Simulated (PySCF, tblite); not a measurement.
# C7H3F3: geometry, infrared bands and NMR shifts

Wanted: the infrared bands and NMR shifts of C7H3F3 (`C#CCC#CC(F)=C(F)F`), by calculation.

The runs use tblite 0.8.0 and PySCF 2.14.0, with density-fitted response routines of our own; the level of theory stands in each step. All values are computed, except where a source is named. Atoms count from 0, in the outputs and in this text.

### Step 1. Starting geometry

13 atoms, charge 0, multiplicity 1; geometry from: force field or distance geometry start.

Bonds of the start (Å): C0–C1 1.21, C1–C2 1.47, C2–C3 1.50, C3–C4 1.20, C4–C5 1.44, C5–F6 1.35, C5–C7 1.33, C7–F8 1.34, C7–F9 1.37, C0–H10 1.06, C2–H11 1.09, C2–H12 1.09.

### Step 2. Optimising the geometry with GFN2-xTB

What the job is given:

```
{"job": {"kind": "relax", "xc": "GFN2-xTB", "basis": "xTB"}, "charge": 0, "multiplicity": 1}
C      2.986600     1.011200     0.446000
C      2.401100    -0.009300     0.145800
C      1.712800    -1.267000    -0.199000
C      0.280200    -0.849700    -0.297700
C     -0.878900    -0.534700    -0.371800
C     -2.260300    -0.135400    -0.495100
F     -3.177800    -1.117900    -0.606700
C     -2.640500     1.133900    -0.488700
F     -1.813500     2.178600    -0.388100
F     -3.990700     1.364500    -0.602900
H      3.474000     1.907200     0.716400
H      1.870900    -2.027500     0.564500
H      2.031800    -1.653300    -1.163100
```

The run is started by

```sh
> OMP_NUM_THREADS=1 python probes_run.py task.json out
```

This one command runs all jobs of the session in turn.

**Question.** This job is followed by: GFN2-xTB harmonic vibrations, gas phase; GIAO PBE0/pcSseg-1 NMR shielding, non-relativistic, gas phase. Predict these results of the whole session: strongest single infrared mode (GFN2-xTB); zero-point energy (GFN2-xTB); ¹³C shifts against TMS (PBE0/pcSseg-1); ¹H shifts against TMS (PBE0/pcSseg-1, means over atoms taken as alike); ¹⁹F shifts against CFCl3 (PBE0/pcSseg-1).

The runs gave:

```
                                                              quantity                                            value
                             strongest single infrared mode (GFN2-xTB)                            1098 cm⁻¹, 225 km/mol
                                          zero-point energy (GFN2-xTB)                                    45.9 kcal/mol
                                ¹³C shifts against TMS (PBE0/pcSseg-1)  175.1, 124.5, 110.3, 80.3, 77.7, 73.5, 12.5 ppm
¹H shifts against TMS (PBE0/pcSseg-1, means over atoms taken as alike)                                   3.63, 1.59 ppm
                              ¹⁹F shifts against CFCl3 (PBE0/pcSseg-1)                        -85.8, -112.2, -189.5 ppm
```

In words: Over 60 steps the energy fell by 0.280 eV; of the close pairs, C7–F9 changed most, 1.375 to 1.324 Å. The lowest mode is slightly imaginary (9i cm⁻¹), a soft motion within the noise of the Hessian, so the minimum is not strictly shown. The strongest single mode, at 1098 cm⁻¹, is spread over several atoms, C5, F6, C7 among them. GFN2-xTB is a fitted tight-binding method: band positions and strengths are rough. Its intensities can rank the bands wrongly. At PBE0/pcSseg-1: The largest span, 286 ppm, is at C1, where the paramagnetic term is -159 ppm.
